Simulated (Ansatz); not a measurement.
# SiH2Cl (chlorosilyl radical): U-wB97M-V/STO-3G

Aim: the electronic atomisation energy of SiH2Cl (chlorosilyl radical) at U-wB97M-V/STO-3G, from 4 runs. 

The calculation is run with Ansatz 0.2.0.

52 further runs of the same task are left out: 52 set aside as unsound or not needed.

### Step 1. The structure to begin with

SiH2Cl has 4 atoms, charge 0, and is taken as a doublet. SMILES: `[SiH2]Cl`. Geometry: relaxed at GFN2-xTB.

Bond lengths: Si1–Cl2 2.022 Å, Si1–H3 1.451 Å, Si1–H4 1.451 Å. Angles: Cl2–Si1–H3 110.3°, Cl2–Si1–H4 110.2°, H3–Si1–H4 114.9°.

### Step 2. The energy at U-wB97M-V/STO-3G

File job.yaml:

```yaml
crystal:
  periodic: [false, false, false]
  atoms:
    - {symbol: Si, position_ang: [-0.283580, 0.237700, 0.131590]}
    - {symbol: Cl, position_ang: [1.597690, -0.059610, 0.811090]}
    - {symbol: H, position_ang: [-1.065000, -0.978280, 0.263310]}
    - {symbol: H, position_ang: [-0.249110, 0.800200, -1.205980]}
basis:
  gaussian:
    orbitals: STO-3G
magnetization:
  spin_polarized: true
  initial_magnetization: 1
hamiltonian:
  xc: {name: wB97M-V}
accuracy: high
```

Run with:

```bash
$ ansatz run job.yaml --threads 1 --pin off --max-ram 2610MiB --events-out events.jsonl --progress --plain --runs-dir runs
```

Standard output:

```text
Warning: RAYON_NUM_THREADS=1 ignored (pool sized by the plan → 1); use --threads N
Functional definition: wB97M-V
  name "wB97M-V"
  parameter omega = 0.3/bohr
  parameter cx = 0.15
  parameter cx01 = 1.007
  parameter cx10 = 0.259
  parameter css00 = 0.443
  parameter css04 = -1.437
  parameter css10 = -4.535
  parameter css20 = -3.390
  parameter css43 = 4.278
  parameter cos00 = 1.000
  parameter cos10 = 1.358
  parameter cos20 = 2.924
  parameter cos21 = -8.812
  parameter cos60 = -1.390
  parameter cos61 = 9.142
  parameter b = 6.0
  parameter c = 0.01
  gx(w, u) = 1 - cx + cx01*u + cx10*w
  gss(w, u) = css00 + css04*u^4 + css10*w + css20*w^2 + css43*w^4*u^3
  gos(w, u) = cos00 + cos10*w + (cos20 + cos21*u)*w^2 + (cos60 + cos61*u)*w^6
  exchange = spin_sum(e_x_unif_sr(omega)*gx(b97_w, b97_u_x)) + cx*exact_x_sr(omega) + exact_x_lr(omega)
  correlation = spin_sum(e_c_pw_mod_same_spin*gss(b97_w, b97_u_same))
      + integral(e_c_pw_mod_opposite_spin*gos(b97_w_opposite, b97_u_opposite)) + vv10(b, c)
341 factors; integrals over basis functions are off by at most 3.1e-9 eV
134 factors; integrals over basis functions are off by at most 5.4e-10 eV
mean field evaluation 1: about -20205.1255 eV, gradient 9.5e0 eV
mean field evaluation 2: about -20206.0772 eV, gradient 2.9e0 eV
mean field evaluation 4: about -20206.1522 eV, gradient 1.4e-1 eV
mean field evaluation 8: about -20206.1344 eV, gradient 3.2e-3 eV
mean field evaluation 16: about -20206.1344 eV, gradient 2.2e-7 eV
mean field -20206.13444558 eV, -742.5617446652 hartree, gradient 5.3e-8 eV, S^2 0.750397; 0 other end points of the search recorded, 0 dependent functions left out
reference -20206.13444773 eV, -742.5617447443 hartree; 17, 16 occupied and 3, 4 virtual orbitals, 341 factors
Total energy: -20206.13444773 eV, -742.5617447443 hartree
```

Run time: 16 s. Hardware: 1 thread of AMD EPYC 7R43 (Zen 3), shared host; peak memory 0.48 GiB.

### Step 3. The Cl atom at the same level

File input.yaml:

```yaml
basis:
  gaussian:
    orbitals: STO-3G
crystal:
  periodic: [false, false, false]
  atoms:
    - {symbol: Cl, position_ang: [0.000000, 0.000000, 0.000000]}
magnetization:
  spin_polarized: true
  initial_magnetization: 1
hamiltonian:
  xc: {name: wB97M-V}
accuracy: high
```

Run with:

```bash
$ ansatz run input.yaml --threads 1 --pin off --max-ram 2610MiB --events-out events.jsonl --progress --plain --runs-dir runs
```

Standard output, cut to the lines that bear on the results:

```text
Warning: RAYON_NUM_THREADS=1 ignored (pool sized by the plan → 1); use --threads N
[... 2 set-up lines as earlier in the session ...]
[...]
  gx(w, u) = 1 - cx + cx01*u + cx10*w
  gss(w, u) = css00 + css04*u^4 + css10*w + css20*w^2 + css43*w^4*u^3
  gos(w, u) = cos00 + cos10*w + (cos20 + cos21*u)*w^2 + (cos60 + cos61*u)*w^6
[...]
      + integral(e_c_pw_mod_opposite_spin*gos(b97_w_opposite, b97_u_opposite)) + vv10(b, c)
42 factors; integrals over basis functions are off by at most 1.8e-9 eV
23 factors; integrals over basis functions are off by at most 7.5e-10 eV
[...]
mean field -12385.79801620 eV, -455.1696816998 hartree, gradient 2.8e-9 eV, S^2 0.750000; 0 other end points of the search recorded, 0 dependent functions left out
reference -12385.79801725 eV, -455.1696817384 hartree; 9, 8 occupied and 0, 1 virtual orbitals, 42 factors
Total energy: -12385.79801725 eV, -455.1696817384 hartree
```

It took 2.4 s on 1 thread of AMD EPYC 7R43 (Zen 3), shared host; peak memory 0.22 GiB.

### Step 4. The H atom

File job.yaml:

```yaml
crystal:
  periodic: [false, false, false]
  atoms:
    - {symbol: H, position_ang: [0.000000, 0.000000, 0.000000]}
basis:
  gaussian:
    orbitals: STO-3G
magnetization:
  spin_polarized: true
  initial_magnetization: 1
hamiltonian:
  xc: {name: wB97M-V}
accuracy: high
```

Run the same way, it converges to -0.45654 Eh (log not shown).

### Step 5. The Si atom

File in.yaml:

```yaml
crystal:
  periodic: [false, false, false]
  atoms:
    - {symbol: Si, position_ang: [0.000000, 0.000000, 0.000000]}
basis:
  gaussian:
    orbitals: STO-3G
magnetization:
  spin_polarized: true
  initial_magnetization: 2
hamiltonian:
  xc: {name: wB97M-V}
accuracy: high
```

Run the same way, it converges to -285.96702 Eh (log not shown).

### Step 6. Results

At U-wB97M-V/STO-3G:

| quantity | value |
| --- | --- |
| molecule: total energy | -742.56174 Eh |
| molecule: ⟨S²⟩ | 0.750 |
| Cl atom: total energy | -455.16968 Eh |
| Cl atom: ⟨S²⟩ | 0.750 |
| H atom: total energy | -0.45654 Eh |
| H atom: ⟨S²⟩ | 0.750 |
| Si atom: total energy | -285.96702 Eh |
| Si atom: ⟨S²⟩ | 2.000 |
| electronic atomisation energy | 13.931 eV |

In words: Taking the molecule apart into free atoms costs 13.93 eV (1344 kJ/mol), before zero-point energy and without spin-orbit coupling. In a minimal basis such a difference can be off by several eV, whatever the method.
